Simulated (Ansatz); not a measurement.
# Si₂Ge₂H₁₀: up Jacob's ladder to CCSD(T)

One table from this session's results is given with a row withheld; the runs are named, their logs left out.

Computed with Ansatz 0.2.0, Gaussian basis. Level: functionals in def2-TZVPP, the program's frozen cores in correlated methods.

Levels to be run: LDA (SPW92), PBE-D4, revPBE-D4, BLYP-D4, r2SCAN-D4, B97M-V, PBE0-D4, B3LYP-D4, r2SCANh-D4, r2SCAN0-D4, HSE06-D4, BHLYP-D4, CAM-B3LYP-D4, LC-ωPBE, ωB97X-V, ωB97M-V, B2PLYP, PBE-QIDH; CCSD(T)/def2-SVP; MP2/def2-TZVPP; MP2/def2-QZVPP; RPA on PBE.

**The geometry**

All runs share one geometry, relaxed beforehand with PBE0-D4 in a triple-zeta def2 set.

SMILES `[SiH3][SiH2][GeH2][GeH3]`, 14 atoms, charge 0, spin multiplicity 1.

Atoms are counted from 1 here; the program's logs count them from 0.

Bond lengths: Si1–Si2 2.337 Å, Si1–H5 1.488 Å, Si1–H6 1.488 Å, Si1–H7 1.488 Å, Si2–Ge3 2.380 Å, Si2–H8 1.490 Å, Si2–H9 1.490 Å, Ge3–Ge4 2.424 Å, Ge3–H10 1.540 Å, Ge3–H11 1.541 Å, Ge4–H12 1.538 Å, Ge4–H13 1.538 Å, Ge4–H14 1.537 Å. Angles: Si2–Si1–H5 109.4°, Si2–Si1–H6 111.5°, Si2–Si1–H7 109.8°, H5–Si1–H6 108.8°, H5–Si1–H7 108.5°, H6–Si1–H7 108.8°, Si1–Si2–Ge3 109.5°, Si1–Si2–H8 109.5°, Si1–Si2–H9 110.3°, Ge3–Si2–H8 108.7°, Ge3–Si2–H9 110.5°, H8–Si2–H9 108.3°, Si2–Ge3–Ge4 110.2°, Si2–Ge3–H10 110.7°, Si2–Ge3–H11 109.6°, Ge4–Ge3–H10 109.6°, Ge4–Ge3–H11 108.9°, H10–Ge3–H11 107.8° and more.

The first run:

Contents of in.yaml:

```yaml
crystal:
  periodic: [false, false, false]
  atoms:
    - {symbol: Si, position_ang: [-1.361426, 1.883957, -0.518642]}
    - {symbol: Si, position_ang: [-0.258679, 0.974973, 1.330296]}
    - {symbol: Ge, position_ang: [1.431856, -0.527120, 0.587399]}
    - {symbol: Ge, position_ang: [0.477219, -2.194847, -0.889983]}
    - {symbol: H, position_ang: [-2.011718, 0.791773, -1.292053]}
    - {symbol: H, position_ang: [-2.402354, 2.862867, -0.105048]}
    - {symbol: H, position_ang: [-0.382070, 2.570697, -1.403318]}
    - {symbol: H, position_ang: [-1.232361, 0.222255, 2.169565]}
    - {symbol: H, position_ang: [0.336216, 2.057994, 2.162171]}
    - {symbol: H, position_ang: [2.106743, -1.223943, 1.784076]}
    - {symbol: H, position_ang: [2.517849, 0.253778, -0.176871]}
    - {symbol: H, position_ang: [-0.677702, -2.925010, -0.184591]}
    - {symbol: H, position_ang: [-0.076231, -1.516106, -2.153840]}
    - {symbol: H, position_ang: [1.532668, -3.231257, -1.309162]}
basis:
  gaussian: {orbitals: def2-TZVPP}
hamiltonian: {xc: lda}
output: {orbitals: {seedname: orbitals}}
```

Run with:

```
ansatz run in.yaml --threads 4 --pin off --events-out ev --progress --plain --max-ram 11315MiB
```

Steps of the session up to this table: LDA; PBE-D4 (GGA); revPBE-D4 (GGA); BLYP-D4 (GGA); r2SCAN-D4 (meta-GGA); B97M-V (meta-GGA); B3LYP-D4 (hybrid); r2SCANh-D4 (hybrid); r2SCAN0-D4 (hybrid); HSE06-D4 (hybrid); BHLYP-D4 (hybrid); CAM-B3LYP-D4 (range-separated); LC-ωPBE (range-separated); ωB97X-V (range-separated); ωB97M-V (range-separated); B2PLYP (double hybrid); PBE-QIDH (double hybrid).

One table of the session follows, with a row left open; its other results are not shown here.

It belongs to the step «Orbital energies across the functionals». 

| functional | HOMO (eV) | gap (eV) |
| --- | --- | --- |
| LDA (SPW92) | -6.89 | 5.63 |
| PBE-D4 | -6.79 | 5.72 |
| revPBE-D4 | -6.74 | 5.76 |
| BLYP-D4 | -6.62 | 5.68 |
| r2SCAN-D4 | -7.04 | 6.20 |
| B97M-V | -7.16 | 6.11 |
| PBE0-D4 | ? | ? |
| B3LYP-D4 | -7.59 | 7.14 |
| r2SCANh-D4 | -7.41 | 6.85 |
| r2SCAN0-D4 | -7.96 | 7.82 |
| HSE06-D4 | -7.41 | 6.79 |
| BHLYP-D4 | -8.67 | 9.32 |
| CAM-B3LYP-D4 | -8.97 | 9.73 |
| LC-ωPBE | -10.25 | 12.08 |
| ωB97X-V | -9.94 | 11.66 |
| ωB97M-V | -9.74 | 11.17 |

**Question.** Estimate the row for PBE0-D4.

As computed: HOMO (eV): -7.80; gap (eV): 7.54. In the column «HOMO (eV)» it lies between r2SCAN0-D4 (-7.96) and B3LYP-D4 (-7.59).
